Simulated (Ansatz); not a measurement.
# HfAl2N3: the cost of one run

Program: Ansatz 0.2.0. Level of theory: DFT PBE, scalar-relativistic, plane waves, PAW. These are calculated values, not measurements.

2 further runs of the same task are left out: 1 that didn't finish, 1 set aside as unsound or not needed.

## Step 1: The starting structure

The structure is tetragonal, space group I4/mmm (No. 139). The conventional cell has a = 3.378 Å, b = 3.378 Å, c = 14.330 Å, α = 90.00°, β = 90.00°, γ = 90.00°. Around Hf (site symmetry 4/mmm) lie 6 N at 2.39 Å. Al (site symmetry 4mm) has 6 N at 2.39 Å as nearest neighbours. Around N (site symmetry 4mm) lie 5 Al at 2.39 Å and 1 Hf at 2.39 Å. N (site symmetry 4/mmm) is surrounded by 4 Hf at 2.39 Å and 2 Al at 2.39 Å.

Coordinates:

```cif
data_structure
_symmetry_space_group_name_H-M 'P 1'
_symmetry_Int_Tables_number 1
_cell_length_a 7.5523
_cell_length_b 7.5523
_cell_length_c 7.5523
_cell_angle_alpha 154.158
_cell_angle_beta 154.158
_cell_angle_gamma 36.870
_cell_volume 81.73
loop_
_atom_site_label
_atom_site_type_symbol
_atom_site_fract_x
_atom_site_fract_y
_atom_site_fract_z
_atom_site_occupancy
Hf1 Hf 0.00000 0.00000 0.00000 1
Al1 Al 0.66667 0.66667 0.00000 1
Al2 Al 0.33333 0.33333 0.00000 1
N1 N 0.16667 0.16667 0.00000 1
N2 N 0.83333 0.83333 0.00000 1
N3 N 0.50000 0.50000 0.00000 1
```

The start is an ordering of an alloy on its end members' structure types: elements ordered on the sites of the HfN type, Hf/Al on Hf (I4/mmm, No. 139).

## Step 2: Probe: one point on a coarse mesh

input.yaml reads:

```yaml
crystal:
  lattice:
    - [-1.68875438, 1.68875438, 7.16477806]
    - [1.68875438, -1.68875438, 7.16477806]
    - [1.68875438, 1.68875438, -7.16477806]
  atoms:
    - { symbol: Hf, position: [0.0, 0.0, 0.0] }
    - { symbol: Al, position: [0.66666667, 0.66666667, 0.0] }
    - { symbol: Al, position: [0.33333333, 0.33333333, 0.0] }
    - { symbol: "N", position: [0.16666667, 0.16666667, 0.0] }
    - { symbol: "N", position: [0.83333333, 0.83333333, 0.0] }
    - { symbol: "N", position: [0.5, 0.5, 0.0] }
basis:
  ecutwfc: 420
kpoints:
  mp_grid: { grid: [8, 8, 8] }
hamiltonian:
  xc: pbe
scf:
  occupations: { method: gaussian, width: 0.1 }
  lower_state_search: "off"
output:
  forces: true
  stress: true
  eigenvalues: true
```

Started as:

```
$ ansatz run input.yaml --threads 1 --pin off --max-ram 2560MiB --backend cpu --events-out ev --progress --plain --runs-dir out
```

What time and memory should one allow on 1 thread of Arm Neoverse V2, shared host?

About 6.8 s, with a peak of 0.4 GiB.
